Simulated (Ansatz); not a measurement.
I need energies of removing a hydrogen of C₃H₄AlF, SMILES FC[C]1=[CH][AlH]1. Use Ansatz's Python interface. Settings (for the species named): CAM-B3LYP, def2-SVP basis, multiplicity 1.

```xyz
9

F     0.5496    0.1966   -2.2036
C     1.0603    0.2050   -0.9550
C    -0.0212   -0.1064    0.0375
C    -0.6429   -1.1078    0.7657
Al   -1.2684    0.5627    1.1325
H     1.5132    1.2116   -0.7248
H     1.8790   -0.5700   -0.9181
H    -0.8319   -2.1570    0.9570
H    -2.1493    1.7189    1.8916
```

`c3h4alf.py`
```python
'''Cost of removing each kind of hydrogen from C3H4AlF, fragments frozen.'''

import ansatz as az
from ase import Atoms


def energy_of(molecule, charge=0, unpaired=0):
    calc = (
        molecule.calculation()
        .basis(gaussian='def2-SVP')
        .functional('cam_b3lyp')
    )
    if charge:
        calc = calc.charge(charge)
    if unpaired:
        calc = calc.spin('collinear', total=unpaired)
    return calc.run(threads=1, backend='cpu').report['free_energy_ev']

def without(molecule, index):
    rest = az.Crystal.molecule()
    for i, site in enumerate(molecule.cartesian_sites):
        if i != index:
            rest = rest.atom(site.symbol, site.position_ang)
    return rest


def main() -> None:
    atoms = Atoms(['F', 'C', 'C', 'C', 'Al', 'H', 'H', 'H', 'H'], positions=[
        (0.5496, 0.1966, -2.2036),
        (1.0603, 0.205, -0.955),
        (-0.0212, -0.1064, 0.0375),
        (-0.6429, -1.1078, 0.7657),
        (-1.2684, 0.5627, 1.1325),
        (1.5132, 1.2116, -0.7248),
        (1.879, -0.57, -0.9181),
        (-0.8319, -2.157, 0.957),
        (-2.1493, 1.7189, 1.8916),
    ])
    molecule = az.Crystal.molecule_from_ase(atoms)

    whole = energy_of(molecule, 0)
    hydrogen = energy_of(az.Crystal.molecule().atom('H', (0, 0, 0)), 0, 1)
    print(f'E(molecule) = {whole:.5f} eV, E(H) = {hydrogen:.5f} eV')
    for index in [6, 7, 8]:
        radical = energy_of(without(molecule, index), 0, 1)
        print(f'H{index}: homolysis {23.060548 * (radical + hydrogen - whole):.1f} kcal/mol')


if __name__ == '__main__':
    main()
```

`python c3h4alf.py` gives:
```text
E(molecule) = -12477.59723 eV, E(H) = -13.54842 eV
H6: homolysis 101.4 kcal/mol
H7: homolysis 94.0 kcal/mol
H8: homolysis 84.0 kcal/mol
```

Reading the output:
- Total energies depend on the basis set; only differences at equal settings carry meaning.
- The geometry is a force-field or estimated start, not a minimum of this method, and the basis set is short of its limit. All parts are taken at fixed geometry, without zero-point energy.
- It ran for 27 s on 1 thread of Intel(R) Xeon(R) Platinum 8259CL CPU @ 2.50GHz (Skylake/Cascade Lake) (shared host), peak memory 0.33 GiB.

(Lines on the test bed's own set-up are left out of the output.)
